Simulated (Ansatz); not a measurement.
**CH₇BOSi: how energies converge with the basis set**

How large a basis does CH₇BOSi need? Two functionals are run in growing sets.

Method: one geometry, several basis sets; program: Ansatz 0.2.0, Gaussian basis.

Plan: PBE0-D4/def2-SVP; ωB97M-V/def2-SVP; PBE0-D4/def2-QZVPP; ωB97M-V/def2-QZVPP; the functionals' def2-TZVPP values are taken from earlier runs.

## Step 1: Structure used throughout

The geometry comes from an earlier relaxation with PBE0-D4 in a triple-zeta def2 set; it is a stationary point, not always the lowest conformer.

SMILES `BC[SiH2]O`, 11 atoms, charge 0, spin multiplicity 1.

Atoms are counted from 1 here; the program's logs count them from 0.

Bond lengths: B1–C2 1.533 Å, B1–H5 1.198 Å, B1–H6 1.198 Å, C2–Si3 1.887 Å, C2–H7 1.095 Å, C2–H8 1.096 Å, Si3–O4 1.648 Å, Si3–H9 1.480 Å, Si3–H10 1.489 Å, O4–H11 0.958 Å. Angles: C2–B1–H5 120.7°, C2–B1–H6 120.8°, H5–B1–H6 118.4°, B1–C2–Si3 110.4°, B1–C2–H7 114.2°, B1–C2–H8 113.6°, Si3–C2–H7 103.3°, Si3–C2–H8 103.9°, H7–C2–H8 110.4°, C2–Si3–O4 110.9°, C2–Si3–H9 110.9°, C2–Si3–H10 109.1°, O4–Si3–H9 105.1°, O4–Si3–H10 110.6°, H9–Si3–H10 110.2°, Si3–O4–H11 117.9°.

## Step 2: PBE0-D4 in def2-SVP

File in.yaml:

```yaml
crystal:
  periodic: [false, false, false]
  atoms:
    - {symbol: B, position_ang: [-0.666070, 1.698915, -0.205337]}
    - {symbol: C, position_ang: [-0.485668, 0.237837, -0.634242]}
    - {symbol: Si, position_ang: [0.694764, -0.651550, 0.538552]}
    - {symbol: O, position_ang: [0.986332, -2.189490, 0.022783]}
    - {symbol: H, position_ang: [0.077035, 2.549697, -0.604395]}
    - {symbol: H, position_ang: [-1.515234, 2.007548, 0.581667]}
    - {symbol: H, position_ang: [-0.010541, 0.113324, -1.613156]}
    - {symbol: H, position_ang: [-1.406770, -0.353607, -0.578487]}
    - {symbol: H, position_ang: [2.020554, 0.007063, 0.554430]}
    - {symbol: H, position_ang: [0.107323, -0.659551, 1.906243]}
    - {symbol: H, position_ang: [0.263674, -2.817285, 0.052442]}
basis:
  gaussian: {orbitals: def2-SVP}
hamiltonian: {xc: pbe0, dispersion: d4}
output: {orbitals: {seedname: orbitals}}
```

Run with:

```sh
ansatz run in.yaml --threads 2 --pin off --events-out ev --progress --plain --max-ram 4352MiB
```

Further steps of the session: ωB97M-V in def2-SVP; PBE0-D4 in def2-QZVPP; ωB97M-V in def2-QZVPP.

**Question.** What will the summary of the whole plan be? Wanted: PBE0-D4: double and triple zeta above quadruple; ωB97M-V: double and triple zeta above quadruple.

**Answer**, as computed:

| quantity | value |
| --- | --- |
| PBE0-D4: double and triple zeta above quadruple | 8.04, 0.52 eV |
| ωB97M-V: double and triple zeta above quadruple | 8.25, 0.48 eV |

What this shows: For PBE0-D4 the step from double to triple zeta gains 7.52 eV and the next only 0.52 eV. These are total energies; as a rule much of such shifts cancels in differences, which this series doesn't test.
